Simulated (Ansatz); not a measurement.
**The cluster In₄H₈O₁₀: structure and electronic state**

Aim: characterise the cluster In₄H₈O₁₀ as a singlet: its structure, frontier levels and distribution of charge.

Computed with Ansatz 0.2.0, Gaussian basis. Level: RKS PBE0-D4/def2-SVP.

The runs, in order: relaxation at PBE-D4/def2-SVP; a single point at PBE0-D4/def2-SVP.

7 further runs of the same task are left out: 4 that didn't finish, 3 set aside as unsound or not needed. Runs told in other sessions of the task aren't counted.

**1. Where the work starts**

22 atoms, charge 0, spin multiplicity 1.

Atoms are counted from 1 here; the program's logs count them from 0.

Bond lengths: In1–O8 2.146 Å, In1–O9 1.953 Å, In1–O11 2.209 Å, In1–O12 2.232 Å, In1–O13 2.223 Å, In2–O6 2.150 Å, In2–O7 1.957 Å, In2–O12 1.991 Å, In2–O13 2.075 Å, In3–O5 1.961 Å, In3–O8 2.126 Å, In3–O10 1.958 Å, In3–O12 2.059 Å, In4–O6 2.117 Å, In4–O11 2.038 Å, In4–O13 2.029 Å, In4–O14 1.949 Å, O5–H15 0.964 Å and more. Angles: O8–In1–O9 107.6°, O8–In1–O11 83.4°, O8–In1–O12 80.3°, O8–In1–O13 151.4°, O9–In1–O11 123.3°, O9–In1–O12 123.8°, O9–In1–O13 100.9°, O11–In1–O12 112.9°, O11–In1–O13 82.8°, O12–In1–O13 82.3°, O6–In2–O7 108.2°, O6–In2–O12 114.8°, O6–In2–O13 86.7°, O7–In2–O12 122.0°, O7–In2–O13 128.0°, O12–In2–O13 92.3°, O5–In3–O8 105.4°, O5–In3–O10 125.2° and more.

Coordinates:

```xyz
22
H8In4O10
In    1.2288   -0.3575    1.1287
In    0.4736   -0.1985   -1.8243
In   -1.4486   -1.6397    0.6219
In    0.2845    2.2588   -0.1278
O    -2.4640    0.0362    0.5392
O    -0.9445    1.4055   -1.6256
O     0.6756   -0.6024   -3.7288
O    -0.1825   -1.4504    2.3191
O     3.0037   -0.6720    1.8794
O    -2.2295   -3.4356    0.6193
O    -0.0313    1.3708    1.6797
O     0.3067   -1.6330   -0.4543
O     1.7321    0.9243   -0.6164
O     0.2187    4.2069   -0.1531
H    -2.0977    0.4929   -0.2265
H    -0.8594    1.9457   -2.4154
H     0.8572   -1.5404   -3.8234
H     0.2246   -2.3195    2.3851
H     3.5870   -0.2012    1.2773
H    -1.5795   -4.0028    0.1988
H    -0.8772    0.8974    1.5959
H     0.1216    4.5144    0.7513
```

In takes a core potential in the def2 sets. No spin-orbit coupling is included.

The start is a GFN1-xTB geometry.

**2. Relaxation at PBE-D4/def2-SVP**

The input, in.yaml:

```yaml
crystal:
  periodic: [false, false, false]
  atoms:
    - {symbol: In, position_ang: [1.228840, -0.357460, 1.128680]}
    - {symbol: In, position_ang: [0.473610, -0.198510, -1.824340]}
    - {symbol: In, position_ang: [-1.448570, -1.639730, 0.621860]}
    - {symbol: In, position_ang: [0.284540, 2.258770, -0.127800]}
    - {symbol: O, position_ang: [-2.464010, 0.036150, 0.539210]}
    - {symbol: O, position_ang: [-0.944500, 1.405530, -1.625590]}
    - {symbol: O, position_ang: [0.675560, -0.602400, -3.728810]}
    - {symbol: O, position_ang: [-0.182530, -1.450350, 2.319060]}
    - {symbol: O, position_ang: [3.003700, -0.671990, 1.879430]}
    - {symbol: O, position_ang: [-2.229500, -3.435560, 0.619290]}
    - {symbol: O, position_ang: [-0.031340, 1.370820, 1.679720]}
    - {symbol: O, position_ang: [0.306710, -1.632990, -0.454330]}
    - {symbol: O, position_ang: [1.732120, 0.924320, -0.616410]}
    - {symbol: O, position_ang: [0.218690, 4.206920, -0.153110]}
    - {symbol: H, position_ang: [-2.097720, 0.492890, -0.226480]}
    - {symbol: H, position_ang: [-0.859430, 1.945700, -2.415390]}
    - {symbol: H, position_ang: [0.857210, -1.540410, -3.823430]}
    - {symbol: H, position_ang: [0.224630, -2.319490, 2.385090]}
    - {symbol: H, position_ang: [3.587040, -0.201210, 1.277290]}
    - {symbol: H, position_ang: [-1.579520, -4.002850, 0.198800]}
    - {symbol: H, position_ang: [-0.877180, 0.897420, 1.595900]}
    - {symbol: H, position_ang: [0.121620, 4.514420, 0.751350]}
basis:
  gaussian: {orbitals: def2-SVP}
hamiltonian: {xc: pbe, dispersion: d4}
scf: {lower_state_search: "off"}
output: {orbitals: {seedname: orbitals}}
relax: {f_tol: 0.03, max_steps: 70}
```

On the command line:

```
ansatz run in.yaml --threads 4 --pin off --events-out ev --progress --plain --max-ram 6963MiB
```

Further steps of the session: Single point, PBE0-D4/def2-SVP.

Q: Predict the results of all the runs planned. Wanted: point group; commonest bond, hydrogen aside; HOMO, LUMO at PBE0-D4/def2-SVP; dipole at PBE-D4/def2-SVP.

The runs gave:

| quantity | value |
| --- | --- |
| point group | C1 |
| commonest bond, hydrogen aside | In–O, 17 of mean length 2.131 Å |
| HOMO, LUMO at PBE0-D4/def2-SVP | -8.00, -2.71 eV |
| dipole at PBE-D4/def2-SVP | 2.71 D |

In words: The molecule keeps its bonding pattern by the stored test; the atoms moved 0.28 Å (rms), and the angle O5–In3–O12 went from 115° to 101°. No usable vibrations, so a minimum isn't proven. Whether this spin is the lowest isn't tested here. The point group is read from a loosely relaxed geometry; soft torsions can leave it below the true symmetry.
